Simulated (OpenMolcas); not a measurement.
**Yb³⁺ with 4 ligands (fluoride): CASSCF and CASPT2 levels and susceptibility**

Aim: the ligand-field states of Yb³⁺ in this surrounding, its lowest levels with spin-orbit coupling and its magnetic susceptibility.

Program: OpenMolcas 26.06. Level of theory: state-averaged CASSCF and CASPT2, spin-orbit coupling by RASSI with atomic mean-field integrals. These are calculated values, not measurements, unless marked.

### 1 What is computed

| Quantity | Value |
| --- | --- |
| Species | Yb³⁺ (ytterbium, Z = 70, 67 electrons) |
| Basis | ANO-RCC-VDZP [7s6p4d2f1g], 124 functions with the ligands |
| Scalar Hamiltonian | DKH2, point nucleus |
| Inactive shells | 1s 2s 2p 3s 3p 3d 4s 4p 4d 5s 5p of the metal, and all ligand shells |
| Active space | 13 electrons in 7 orbitals (4f) |
| Some configurations of this space | 4f¹³ |
| Orbitals | optimised for the highest spin of each parity, averaged over all roots |

The outer shells:

4f13
```
4f [↑↓][↑↓][↑↓][↑↓][↑↓][↑↓][↑ ]
```

Yb³⁺ is taken with 4 ligands (fluoride) in tetrahedron coordination (Td) at 2.05 Å. A charge of +0.25 e stands 2.8 Å behind each ligand. Ligand basis ANO-RCC-VDZP. The distances are assumed, not relaxed.

```xyz
5

Yb    0.0000    0.0000    0.0000
F     1.1836    1.1836    1.1836
F     1.1836   -1.1836   -1.1836
F    -1.1836    1.1836   -1.1836
F    -1.1836   -1.1836    1.1836
```

Each step is its own input file, run in one work folder so that later steps find the files of earlier ones. Labels, J, g values, rates, χT and fits are worked out afterwards by a script from the matrices that RASSI stores.

### 2 One- and two-electron integrals

File a.inp:

```
&GATEWAY
Coord
5

Yb 0.0 0.0 0.0
F 1.183568 1.183568 1.183568
F 1.183568 -1.183568 -1.183568
F -1.183568 1.183568 -1.183568
F -1.183568 -1.183568 1.183568
Basis=Yb.ANO-RCC-VDZP,F.ANO-RCC-VDZP
Group=NoSym
NoMove
AngMom=0.0 0.0 0.0
AMFI
RICD
XField
4 Angstrom 0
2.800149 2.800149 2.800149 0.250000
2.800149 -2.800149 -2.800149 0.250000
-2.800149 2.800149 -2.800149 0.250000
-2.800149 -2.800149 2.800149 0.250000
&SEWARD
```

Run with:

```bash
$ OMP_NUM_THREADS=1 MOLCAS_MEM=2457 MOLCAS_PROJECT=a pymolcas a.inp > a.log
```

### 3 CASSCF: doublets, 7 roots

File a.inp:

```
&RASSCF
FileOrb=start.orb
Symmetry=1
Spin=2
nActEl=13 0 0
Inactive=47
Ras2=7
CIRoot=7 7 1
SDav=7
CIMx=300
Iter=150 100
PrWF=0.3
OrbListing=Nothing
MaxOrb=0
LevShft=1.0
>>> COPY $Project.JobIph JOB001
```

start.orb holds start orbitals that the driver prepared beforehand, or those of the step before.

### 4 State interaction with spin-orbit coupling

File a.inp:

```
&RASSI
NrOfJobIphs=1 7
1 2 3 4 5 6 7
IphNames
JOB001
EJob
SpinOrbit
DIPRint=1.0
SOCoupling=1000.0
Subsets=2
Property=9
'ANGMOM' 1 'ANGMOM' 2 'ANGMOM' 3 'MLTPL  1' 1 'MLTPL  1' 2 'MLTPL  1' 3
'AMFI' 1 'AMFI' 2 'AMFI' 3
SOProperty=3
'ANGMOM' 1 'ANGMOM' 2 'ANGMOM' 3
```

### 5 CASPT2: IPEA 0.25, imaginary shift 0.1 (closed shells correlated: 5s 5p of the metal, with ligand shells; the Frozen line counts the rest)

File a.inp:

```
>>> COPY JOB001 $Project.JobIph
&CASPT2
Multistate=7 1 2 3 4 5 6 7
NoMult
Frozen=27
IPEA=0.25
Imaginary=0.1
MaxIter=60
WThr=0.0 0.3 0.05
PrWF=0.5
NoMix
```

(Steps that only read results are left out.)

Before running it: what results should come out? Wanted: spin-free ground state; first state of the same spin within the active space; lowest level; next level.

The runs gave:

```
                                            quantity                                                                                                                                          value
                                              method  SS-CASPT2, IPEA 0.25, imaginary shift 0.1 (closed shells correlated: 5s 5p of the metal, with ligand shells; the Frozen line counts the rest)
                              spin-free ground state                                                                                                                2A1, 1-fold in its orbital part
first state of the same spin within the active space                                                                                                                                2T1 at 382 cm⁻¹
                                        lowest level                                                                                                                2-fold Γ6, g = 3.44, 3.44, 3.44
                                          next level                                                                                                                                     276.2 cm⁻¹
                                         χT at 300 K                                                                                                                                 2.42 cm³ K/mol
                           effective moment at 300 K                                                                                                                                        4.40 μB
```

Cost by method:

```tsv
method	time of its own steps	time with the reference
A. CASSCF	19 s	19 s
B. SS-CASPT2, IPEA 0.25, imaginary shift 0.1, +5s 5p	36 s	55 s
```

Times are of one thread on a shared host.

**Reading.** The spin-free ground state (2A1) comes to 100 % from free-ion F terms and keeps the highest spin of the shell. CASPT2 does not keep the components of a term degenerate, and the means are used.
